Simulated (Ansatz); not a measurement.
# CH4AlNS: up Jacob's ladder to CCSD(T)

The task here is to estimate one member of a computed series from the others.

Program: Ansatz 0.2.0, Gaussian basis. Level of theory: functionals in def2-TZVPP, the program's frozen cores in correlated methods. These are calculated values, not measurements.

The runs, in order: LDA (SPW92), PBE-D4, revPBE-D4, BLYP-D4, r2SCAN-D4, B97M-V, PBE0-D4, B3LYP-D4, r2SCANh-D4, r2SCAN0-D4, HSE06-D4, BHLYP-D4, CAM-B3LYP-D4, LC-ωPBE, ωB97X-V, ωB97M-V, B2PLYP, PBE-QIDH; CCSD(T)/def2-SVP; CCSD(T)/def2-TZVPP; MP2/def2-QZVPP; extrapolation to the limit; RPA on PBE.

## Structure used throughout

An earlier PBE0-D4 in a triple-zeta def2 set relaxation fixed the geometry.

SMILES `C1[NH][AlH][S]1`, 8 atoms, charge 0, spin multiplicity 1.

Atoms are counted from 1 here; the program's logs count them from 0.

Bond lengths: C1–N2 1.452 Å, C1–S4 1.854 Å, C1–H5 1.095 Å, C1–H6 1.095 Å, N2–Al3 1.765 Å, N2–H7 1.005 Å, Al3–S4 2.174 Å, Al3–H8 1.573 Å. Angles: N2–C1–S4 104.8°, N2–C1–H5 113.4°, N2–C1–H6 113.4°, S4–C1–H5 107.8°, S4–C1–H6 107.8°, H5–C1–H6 109.2°, C1–N2–Al3 98.1°, C1–N2–H7 116.9°, Al3–N2–H7 145.0°, N2–Al3–S4 83.1°, N2–Al3–H8 136.7°, S4–Al3–H8 140.2°, C1–S4–Al3 74.0°.

Set-up of the first run:

Contents of in.yaml:

```yaml
crystal:
  periodic: [false, false, false]
  atoms:
    - {symbol: C, position_ang: [-0.383955, 0.821905, -0.401474]}
    - {symbol: N, position_ang: [0.729221, 0.248037, 0.333689]}
    - {symbol: Al, position_ang: [0.161955, -1.422750, 0.377389]}
    - {symbol: S, position_ang: [-1.523219, -0.603991, -0.724755]}
    - {symbol: H, position_ang: [-0.095074, 1.244771, -1.368836]}
    - {symbol: H, position_ang: [-0.941203, 1.572350, 0.168052]}
    - {symbol: H, position_ang: [1.466305, 0.874530, 0.606017]}
    - {symbol: H, position_ang: [0.678172, -2.791852, 0.954016]}
basis:
  gaussian: {orbitals: def2-TZVPP}
hamiltonian: {xc: lda}
output: {orbitals: {seedname: orbitals}}
```

Among the steps run: LDA; PBE-D4 (GGA); revPBE-D4 (GGA); BLYP-D4 (GGA); r2SCAN-D4 (meta-GGA); B97M-V (meta-GGA); PBE0-D4 (hybrid); B3LYP-D4 (hybrid); r2SCANh-D4 (hybrid); r2SCAN0-D4 (hybrid); HSE06-D4 (hybrid); BHLYP-D4 (hybrid); CAM-B3LYP-D4 (range-separated); LC-ωPBE (range-separated); ωB97X-V (range-separated); ωB97M-V (range-separated); B2PLYP (double hybrid); PBE-QIDH (double hybrid).

One table of the session follows, with a row left open; its other results are not shown here.

It belongs to the step «Orbital energies across the functionals». 

| functional | HOMO (eV) | gap (eV) |
| --- | --- | --- |
| LDA (SPW92) | -5.81 | 4.38 |
| PBE-D4 | -5.66 | 4.43 |
| revPBE-D4 | -5.60 | 4.46 |
| BLYP-D4 | -5.48 | 4.37 |
| r2SCAN-D4 | -5.92 | 5.00 |
| B97M-V | -5.99 | 4.92 |
| PBE0-D4 | -6.86 | 6.35 |
| B3LYP-D4 | -6.60 | 5.90 |
| r2SCANh-D4 | -6.37 | 5.70 |
| r2SCAN0-D4 | -7.03 | 6.72 |
| HSE06-D4 | -6.46 | 5.59 |
| BHLYP-D4 | ? | ? |
| CAM-B3LYP-D4 | -8.15 | 8.55 |
| LC-ωPBE | -9.56 | 11.00 |
| ωB97X-V | -9.19 | 10.53 |
| ωB97M-V | -9.03 | 10.12 |

Q: Estimate the row for BHLYP-D4 from the others.

Worked estimate for «HOMO (eV)». Against the share of exact exchange, BLYP-D4 (0, -5.48), B3LYP-D4 (0.2, -6.60) give a slope of -5.60 per unit share; at 0.5 the line stands at -8.28.

**Answer.** HOMO (eV): -7.88; gap (eV): 8.11. In «HOMO (eV)» the line misses by -0.40.
